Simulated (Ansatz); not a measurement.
# Nb2PdS5: the cost of one run

Program: Ansatz 0.2.0. Level of theory: DFT PBEsol, scalar-relativistic, plane waves, PAW. These are calculated values, not measurements.

2 further runs of the same task are left out: 2 set aside as unsound or not needed.

## Step 1: The structure to begin with

It takes space group C2/m (No. 12, monoclinic). The conventional cell has a = 12.562 Å, b = 3.303 Å, c = 15.758 Å, α = 90.00°, β = 107.63°, γ = 90.00°. Nb (site symmetry m) is surrounded by 6 S at 2.47 to 2.48 Å. Around Nb (site symmetry m) lie 7 S at 2.49 to 2.73 Å. Pd (site symmetry 2/m) has 4 S at 2.35 Å as nearest neighbours. Pd (site symmetry 2/m) is surrounded by 4 S at 2.46 Å. S (site symmetry m) has 2 Pd at 2.46 Å and 3 Nb at 2.60 to 2.73 Å as nearest neighbours. S (site symmetry m) has 3 Nb at 2.47 to 2.49 Å as nearest neighbours. Around S (site symmetry m) lie 1 Pd at 2.35 Å and 2 Nb at 2.48 Å. S (site symmetry m) has 1 Pd at 2.35 Å and 2 Nb at 2.47 Å as nearest neighbours. Only part of the 9 independent sites is listed.

Structure file:

```cif
data_structure
_symmetry_space_group_name_H-M 'C2/m'
_symmetry_Int_Tables_number 12
_cell_length_a 12.5620
_cell_length_b 3.3032
_cell_length_c 15.7577
_cell_angle_alpha 90.000
_cell_angle_beta 107.634
_cell_angle_gamma 90.000
_cell_volume 623.14
loop_
_atom_site_label
_atom_site_type_symbol
_atom_site_symmetry_multiplicity
_atom_site_Wyckoff_symbol
_atom_site_fract_x
_atom_site_fract_y
_atom_site_fract_z
_atom_site_occupancy
Nb1 Nb 4 i 0.93045 0.50000 0.81820 1
Nb2 Nb 4 i 0.85519 0.00000 0.62431 1
Pd1 Pd 2 a 0.00000 0.00000 0.00000 1
Pd2 Pd 2 c 0.00000 0.00000 0.50000 1
S1 S 4 i 0.14665 0.50000 0.50352 1
S2 S 4 i 0.25673 0.00000 0.69165 1
S3 S 4 i 0.33088 0.50000 0.88344 1
S4 S 4 i 0.07920 0.00000 0.88271 1
S5 S 4 i 0.00574 0.50000 0.69057 1
```

It is the result of an earlier relaxation at this level (volume 19.47 Å³/atom; gap on the mesh: none (metal)).

## Step 2: Relaxing with PBEsol

input.yaml

```yaml
crystal:
  lattice:
    - [6.2805236329, -1.6515933078, -0.0776477387]
    - [6.2805236329, 1.6515933078, -0.0776477387]
    - [-4.5874910025, 0.0, 15.0751743358]
  atoms:
    - { symbol: Nb, position: [0.4304466941, 0.4304466941, 0.8182008216] }
    - { symbol: Nb, position: [0.5695533059, 0.5695533059, 0.1817991784] }
    - { symbol: Nb, position: [0.8551933902, 0.8551933902, 0.6243114387] }
    - { symbol: Nb, position: [0.1448066098, 0.1448066098, 0.3756885613] }
    - { symbol: Pd, position: [0.0, 0.0, 0.0] }
    - { symbol: Pd, position: [0.0, 0.0, 0.5] }
    - { symbol: S, position: [0.6466511155, 0.6466511155, 0.5035165194] }
    - { symbol: S, position: [0.3533488845, 0.3533488845, 0.4964834806] }
    - { symbol: S, position: [0.2567272935, 0.2567272935, 0.6916532436] }
    - { symbol: S, position: [0.7432727065, 0.7432727065, 0.3083467564] }
    - { symbol: S, position: [0.8308811509, 0.8308811509, 0.8834438396] }
    - { symbol: S, position: [0.1691188491, 0.1691188491, 0.1165561604] }
    - { symbol: S, position: [0.0791961429, 0.0791961429, 0.8827127601] }
    - { symbol: S, position: [0.9208038571, 0.9208038571, 0.1172872399] }
    - { symbol: S, position: [0.5057377686, 0.5057377686, 0.6905735673] }
    - { symbol: S, position: [0.4942622314, 0.4942622314, 0.3094264327] }
basis:
  ecutwfc: 420
kpoints:
  mp_grid: { grid: [12, 12, 4] }
hamiltonian:
  xc: pbesol
scf:
  occupations: { method: gaussian, width: 0.1 }
output:
  forces: true
  stress: true
  eigenvalues: true
relax:
  adjacent_minimum: "off"
  f_tol: 0.005
  max_steps: 50
  cell: { stress_tol: 0.05 }
```

On the command line:

```
> ansatz run input.yaml --threads 8 --pin off --max-ram 22528MiB --backend cpu --events-out ev --progress --plain --runs-dir out
```

Q: Estimate wall time and peak memory on 8 threads of Arm Neoverse V1, shared host.

About 7.4 min, with a peak of 3.5 GiB.
